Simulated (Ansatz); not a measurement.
# revPBE/cc-pVDZ run of SiCNCl2F (SMILES N#C[Si](F)(Cl)Cl)

Aim: the vertical ionisation energy of SiCNCl2F at revPBE/cc-pVDZ, from 2 runs. 

Program for the calculation: Ansatz 0.2.0.

136 further runs of the same task are left out: 6 that didn't finish, 130 set aside as unsound or not needed. Runs told in other sessions of the task aren't counted.

### 1 The system as given

The species is SiCNCl2F (6 atoms), meant as a singlet with charge 0. SMILES: `N#C[Si](F)(Cl)Cl`. Geometry: relaxed at PBE0-D4/def2-TZVP.

Bond lengths: N1–C2 1.151 Å, C2–Si3 1.830 Å, Si3–F4 1.572 Å, Si3–Cl5 2.006 Å, Si3–Cl6 2.006 Å. Angles: N1–C2–Si3 179.1°, C2–Si3–F4 107.4°, C2–Si3–Cl5 109.0°, C2–Si3–Cl6 109.0°, F4–Si3–Cl5 109.6°, F4–Si3–Cl6 109.6°, Cl5–Si3–Cl6 112.0°.

### 2 The energy at revPBE/cc-pVDZ

The input, input.yaml:

```yaml
basis:
  gaussian:
    orbitals: cc-pVDZ
crystal:
  periodic: [false, false, false]
  atoms:
    - {symbol: "N", position_ang: [1.752600, -1.361000, 1.114200]}
    - {symbol: C, position_ang: [0.923100, -0.763300, 0.585900]}
    - {symbol: Si, position_ang: [-0.381900, 0.210300, -0.249400]}
    - {symbol: F, position_ang: [-1.471500, -0.801900, -0.758800]}
    - {symbol: Cl, position_ang: [0.422900, 1.177100, -1.812500]}
    - {symbol: Cl, position_ang: [-1.203100, 1.474700, 1.074300]}
hamiltonian:
  xc: {name: revPBE}
accuracy: high
output: {orbitals: {seedname: orbitals}}
```

Launch:

```sh
$ ansatz run input.yaml --threads 1 --pin off --max-ram 3480MiB --events-out events.jsonl --progress --plain --runs-dir runs
```

Output:

```text
Warning: RAYON_NUM_THREADS=1 ignored (pool sized by the plan → 1); use --threads N
Functional definition: revPBE
  name "revPBE"
  parameter kappa = 1.245
  parameter beta = 0.06672455060314922
  exchange = pbe_x(kappa = kappa, mu = beta*pi^2/3)
  correlation = pbe_c(beta = beta)
2106 factors; integrals over basis functions are off by at most 3.2e-9 eV
mean field evaluation 1: about -38157.8822 eV, gradient 4.7e1 eV
mean field evaluation 2: about -38138.8485 eV, gradient 1.0e2 eV
mean field evaluation 4: about -38162.6641 eV, gradient 7.4e0 eV
mean field evaluation 8: about -38162.7600 eV, gradient 9.4e-1 eV
mean field evaluation 16: about -38162.7623 eV, gradient 1.9e-4 eV
mean field -38162.76227376 eV, -1402.4556459113 hartree, gradient 8.0e-9 eV, S^2 0.000000; 0 other end points of the search recorded, 0 dependent functions left out
reference -38162.76227731 eV, -1402.4556460418 hartree; 35, 35 occupied and 61, 61 virtual orbitals, 2106 factors
Total energy: -38162.76227731 eV, -1402.4556460418 hartree
```

Run time: 9.9 s. Hardware: 1 thread of Arm Neoverse V1, shared host; peak memory 0.26 GiB.

### 3 The doublet cation

The input, in.yaml:

```yaml
crystal:
  periodic: [false, false, false]
  atoms:
    - {symbol: "N", position_ang: [1.752600, -1.361000, 1.114200]}
    - {symbol: C, position_ang: [0.923100, -0.763300, 0.585900]}
    - {symbol: Si, position_ang: [-0.381900, 0.210300, -0.249400]}
    - {symbol: F, position_ang: [-1.471500, -0.801900, -0.758800]}
    - {symbol: Cl, position_ang: [0.422900, 1.177100, -1.812500]}
    - {symbol: Cl, position_ang: [-1.203100, 1.474700, 1.074300]}
basis:
  gaussian:
    orbitals: cc-pVDZ
total_charge: 1
magnetization:
  spin_polarized: true
  initial_magnetization: 1
hamiltonian:
  xc: {name: revPBE}
accuracy: high
output:
  orbitals: {seedname: orbitals}
```

Launch:

```sh
$ ansatz run in.yaml --threads 1 --pin off --max-ram 3480MiB --events-out events.jsonl --progress --plain --runs-dir runs
```

Output, cut to the lines that bear on the results:

```text
Warning: RAYON_NUM_THREADS=1 ignored (pool sized by the plan → 1); use --threads N
[... 2 set-up lines as earlier in the session ...]
[...]
2106 factors; integrals over basis functions are off by at most 3.2e-9 eV
[...]
mean field -38151.21818728 eV, -1402.0314085579 hartree, gradient 3.8e-8 eV, S^2 0.752642; 20 other end points of the search recorded, 0 dependent functions left out
reference -38151.21819080 eV, -1402.0314086875 hartree; 35, 34 occupied and 61, 62 virtual orbitals, 2106 factors
Total energy: -38151.21819080 eV, -1402.0314086875 hartree
```

It took 78 s on 1 thread of Arm Neoverse V1, shared host; peak memory 0.36 GiB.

### 4 Results

Level: revPBE/cc-pVDZ.

```
                                          quantity           value
                    singlet SiCNCl2F: total energy  -1402.45565 Eh
                     singlet SiCNCl2F: HOMO energy        -8.55 eV
                     singlet SiCNCl2F: LUMO energy        -2.07 eV
                   singlet SiCNCl2F: HOMO–LUMO gap         6.48 eV
                      doublet cation: total energy  -1402.03141 Eh
doublet cation: HOMO energy (highest over α and β)       -14.53 eV
 doublet cation: LUMO energy (lowest over α and β)       -14.50 eV
                              doublet cation: ⟨S²⟩           0.753
vertical ionisation energy (to the doublet cation)       11.544 eV
```

**Reading.** Removing an electron at fixed nuclei costs 11.54 eV (266 kcal/mol). −ε(HOMO) before ionisation, 8.55 eV, is 2.99 eV below this ionisation energy.
